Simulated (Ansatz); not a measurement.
Br2, the interaction energy of a dimer with the counterpoise correction

With the Python package of Ansatz (0.2.0).

Run as a notebook:

**Cell 1**
```python
import ansatz as az

FIRST = [
    ("Br", (0.9731, -0.3254, 0.4986)),
    ("Br", (-0.9731, 0.3254, -0.4986)),
]
SECOND = [
    ("Br", (-2.9372, 0.0206, 2.1799)),
    ("Br", (-1.3733, 0.2092, 3.8306)),
]
```

**Cell 2**
```python
def energy(atoms, ghosts=()):
    molecule = az.Crystal.molecule()
    for symbol, xyz in atoms:
        molecule = molecule.atom(symbol, xyz)
    calc = (
        molecule.calculation()
        .basis(gaussian="def2-SVP")
        .correlation("mp2")
    )
    deck = calc.input()
    if ghosts:
        deck = deck.set(az.key.basis.gaussian.ghost_atoms, [{"symbol": s, "position_ang": list(xyz)} for s, xyz in ghosts])
    return az.Session.from_dict(deck).plan().execute().report["free_energy_ev"]

# ghost atoms carry the functions of the partner
both = energy(FIRST + SECOND)
alone = energy(FIRST) + energy(SECOND)
ghosted = energy(FIRST, SECOND) + energy(SECOND, FIRST)
print(f"dimer {both:.6f} eV")
print(f"interaction, uncorrected   {23.060548 * (both - alone):8.3f} kcal/mol")
print(f"interaction, counterpoise  {23.060548 * (both - ghosted):8.3f} kcal/mol")
print(f"basis-set superposition    {23.060548 * (alone - ghosted):8.3f} kcal/mol")
```
Output:
```text
dimer -279985.680990 eV
interaction, uncorrected      2.660 kcal/mol
interaction, counterpoise     4.286 kcal/mol
basis-set superposition       1.627 kcal/mol
```

Uncorrected it is 2.660 kcal/mol, with the counterpoise correction 4.286 kcal/mol; the difference, 1.63 kcal/mol, is the superposition error. In this basis both values are repulsive.

Caveats:
- Total energies depend on the basis set; only differences at equal settings carry meaning.
- The dimer is a generated trial pose of unrelaxed monomers, not a minimum, so the figure is no binding energy, and the basis set is small.
- Finished in 11 s on 1 thread of Arm Neoverse V2, with other jobs on the host, peak memory 0.42 GiB.

(Lines on the test bed's own set-up are left out of the output.)
